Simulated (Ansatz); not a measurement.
# C2H4FGa: a ladder of functionals and wavefunction methods

An exercise on one series of results from a longer session: the logs are not shown, and one member is left open.

The runs use Ansatz 0.2.0, Gaussian basis; functionals in def2-TZVPP, the program's frozen cores in correlated methods.

The runs, in order: LDA (SPW92), PBE-D4, revPBE-D4, BLYP-D4, r2SCAN-D4, B97M-V, PBE0-D4, B3LYP-D4, r2SCANh-D4, r2SCAN0-D4, HSE06-D4, BHLYP-D4, CAM-B3LYP-D4, LC-ωPBE, ωB97X-V, ωB97M-V, B2PLYP, PBE-QIDH; CCSD(T)/def2-SVP; CCSD(T)/def2-TZVPP; MP2/def2-QZVPP; extrapolation to the limit; RPA on PBE.

## The geometry

An earlier PBE0-D4 in a triple-zeta def2 set relaxation fixed the geometry.

SMILES `C=[C](F)[GaH2]`, 8 atoms, charge 0, spin multiplicity 1.

Atoms are counted from 1 here; the program's logs count them from 0.

Bond lengths: C1–C2 1.328 Å, C1–H5 1.082 Å, C1–H6 1.086 Å, C2–F3 1.355 Å, C2–Ga4 1.966 Å, Ga4–H7 1.562 Å, Ga4–H8 1.566 Å. Angles: C2–C1–H5 119.4°, C2–C1–H6 122.0°, H5–C1–H6 118.5°, C1–C2–F3 118.0°, C1–C2–Ga4 124.3°, F3–C2–Ga4 117.7°, C2–Ga4–H7 120.4°, C2–Ga4–H8 115.9°, H7–Ga4–H8 123.7°.

The first run:

The input, in.yaml:

```yaml
crystal:
  periodic: [false, false, false]
  atoms:
    - {symbol: C, position_ang: [1.044554, 0.794106, 0.556938]}
    - {symbol: C, position_ang: [0.050901, 0.547174, -0.289316]}
    - {symbol: F, position_ang: [-0.263374, 1.501134, -1.198255]}
    - {symbol: Ga, position_ang: [-0.997812, -1.115878, -0.309752]}
    - {symbol: H, position_ang: [1.314311, 0.047488, 1.292515]}
    - {symbol: H, position_ang: [1.600311, 1.726637, 0.536167]}
    - {symbol: H, position_ang: [-2.149426, -1.311885, -1.347030]}
    - {symbol: H, position_ang: [-0.599465, -2.188785, 0.758744]}
basis:
  gaussian: {orbitals: def2-TZVPP}
hamiltonian: {xc: lda}
output: {orbitals: {seedname: orbitals}}
```

Run with:

```console
$ ansatz run in.yaml --threads 2 --pin off --events-out ev --progress --plain --max-ram 4352MiB
```

Among the steps run: LDA; PBE-D4 (GGA); revPBE-D4 (GGA); BLYP-D4 (GGA); r2SCAN-D4 (meta-GGA); B97M-V (meta-GGA); B3LYP-D4 (hybrid); r2SCANh-D4 (hybrid); r2SCAN0-D4 (hybrid); HSE06-D4 (hybrid); BHLYP-D4 (hybrid); CAM-B3LYP-D4 (range-separated); LC-ωPBE (range-separated); ωB97X-V (range-separated); ωB97M-V (range-separated); B2PLYP (double hybrid); PBE-QIDH (double hybrid).

One table of the session follows, with a row left open; its other results are not shown here.

It belongs to the step «Frontier levels by functional». 

```
  functional  HOMO (eV)  LUMO (eV)  gap (eV)
 LDA (SPW92)      -6.83      -3.07      3.76
      PBE-D4      -6.62      -2.80      3.82
   revPBE-D4      -6.53      -2.68      3.86
     BLYP-D4      -6.47      -2.73      3.74
   r2SCAN-D4      -6.84      -2.58      4.25
      B97M-V      -6.88      -2.74      4.14
     PBE0-D4      -7.79      -1.99      5.81
    B3LYP-D4      -7.57      -2.26      5.31
  r2SCANh-D4      -7.28      -2.29      4.99
  r2SCAN0-D4      -7.95      -1.86      6.09
    HSE06-D4      -7.39      -2.36      5.04
    BHLYP-D4      -8.82      -1.22      7.60
CAM-B3LYP-D4          ?          ?         ?
     LC-ωPBE     -10.49       0.10     10.59
     ωB97X-V     -10.11      -0.03     10.08
     ωB97M-V     -10.03      -0.23      9.80
```

Estimate the missing values for CAM-B3LYP-D4.

**Answer.** HOMO (eV): -9.13; LUMO (eV): -1.09; gap (eV): 8.04. In the column «HOMO (eV)» it lies between ωB97M-V (-10.03) and BHLYP-D4 (-8.82).
